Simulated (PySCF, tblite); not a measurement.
**C6H7ClNO radical: geometry, infrared bands and EPR parameters**

Wanted: the infrared bands and EPR parameters of C6H7ClNO radical (`C=C(C/C=[C]\Cl)C(N)=O`), by calculation.

Programs: tblite 0.8.0 and PySCF 2.14.0, with density-fitted response routines of our own. Each step states its level of theory. These are calculated values for one molecule in the gas phase, unless marked as measured. Atoms count from 0, in the outputs and in this text.

## 1. The molecule as given

16 atoms, charge 0, multiplicity 2; geometry from: force field or distance geometry start.

Bonds of the start (Å): C0–C1 1.34, C1–C2 1.50, C2–C3 1.50, C3–C4 1.33, C4–Cl5 1.74, C1–C6 1.45, C6–N7 1.43, C6–O8 1.27, C0–H9 1.11, C0–H10 1.09, C2–H11 1.10, C2–H12 1.13, C3–H13 1.10, N7–H14 1.04, N7–H15 1.06.

## 2. Relaxing the molecule with GFN2-xTB

The job: settings as JSON, then the geometry in Å.

```
{"job": {"kind": "relax", "xc": "GFN2-xTB", "basis": "xTB"}, "charge": 0, "multiplicity": 2}
C     -0.396300    -1.631400     1.425000
C     -0.390900    -0.583500     0.588000
C      0.920600     0.124700     0.453500
C      1.392500     0.111200    -0.967900
C      2.227800     1.067500    -1.369700
Cl     2.673800     2.283500    -0.207700
C     -1.597000    -0.189900    -0.121300
N     -1.599900     0.929100    -1.012000
O     -2.692600    -0.808300     0.012600
H     -1.327700    -2.207900     1.591700
H      0.515700    -1.913100     1.954700
H      1.661000    -0.362400     1.108800
H      0.780300     1.192400     0.799600
H      1.083200    -0.686900    -1.662600
H     -1.182100     0.884600    -1.960400
H     -2.076000     1.799400    -0.643700
```

Started as:

```sh
$ OMP_NUM_THREADS=1 python probes_run.py task.json out
```

One launch serves the whole session: the jobs run in the order shown.

**Question.** This job is followed by: GFN2-xTB harmonic vibrations, gas phase; UKS B3LYP, pcH-1 on C Cl H N O, non-relativistic, mean-field spin-orbit, GIAO. What will the session give for the following? strongest single infrared mode (GFN2-xTB); zero-point energy (GFN2-xTB); g(iso) (B3LYP); ⟨S²⟩; largest a(iso) (averaged by class); potential on the surface of density 0.002 e/bohr³, 1st and 99th percentile.

As calculated:

| quantity | value |
| --- | --- |
| strongest single infrared mode (GFN2-xTB) | 1734 cm⁻¹, 408 km/mol |
| zero-point energy (GFN2-xTB) | 72.3 kcal/mol |
| g(iso) (B3LYP) | 2.00417 |
| ⟨S²⟩ | 0.759 (exact 0.75) |
| largest a(iso) (averaged by class) | 13C on C4, 467.2 MHz |
| potential on the surface of density 0.002 e/bohr³, 1st and 99th percentile | -2.00 V and 1.65 V |

In words: Over 103 steps the energy fell by 1.644 eV; of the close pairs, C4–Cl5 changed most, 1.740 to 1.664 Å. All 42 modes are real, so the xTB geometry is a minimum. The strongest single mode, at 1734 cm⁻¹, moves mainly C6 and O8. GFN2-xTB is a fitted tight-binding method: band positions and strengths are rough. Its intensities can rank the bands wrongly. C4 carries the largest spin population, 0.89 e. The isotropic g lies 1.8 ppt above the free-electron value. These values are for one conformer; the search (at its own cheap level) found 2 more, at 0.45, 0.47 kcal/mol, and measured spectra average over such forms.
